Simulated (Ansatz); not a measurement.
Na3Cl2:

```xyz
5
Lattice="1.7600 -10.1703 0.0000 1.7600 10.1703 0.0000 0.0000 0.0000 3.5276" Properties=species:S:1:pos:R:3 pbc="T T T"
Cl    1.7600    8.4088    1.7638
Cl    1.7600   -8.4088    1.7638
Na    1.7600   -3.4373    0.0000
Na    1.7600    3.4373    0.0000
Na    1.7600    0.0000    0.0000
```

The cell comes from a database or a generator and needn't be the stable form of this composition.

Base run:

```yaml
Program: Ansatz 0.2.0
Functional: PBE
Potentials_or_basis: Ansatz PAW
Cutoff: "420 eV (not typed: the program's choice for these potentials)"
k_mesh: 8 × 8 × 8
Occupations: fermi-dirac, width 0.05 eV
Spin: no spin polarisation
```

Its results: band gap on the k mesh none (metal or under the smearing width); pressure 0.1 GPa; largest force 0.009 eV/Å.

Task: The run is repeated on the same cell with these changes: functional from PBE to PBEsol. What comes out?

Result: Band gap on the k mesh none (metal or under the smearing width); pressure -0.8 GPa; largest force 0.062 eV/Å.

PBEsol binds more tightly than PBE, so the same cell stands under less pressure.

Caveats: an odd number of electrons without spin polarisation forces a metal; a magnetic or distorted state may lie lower; the PAW data sets come from PBE, with cores solved anew for the run's functional, which leaves a small shift of forces and pressure (some runs).
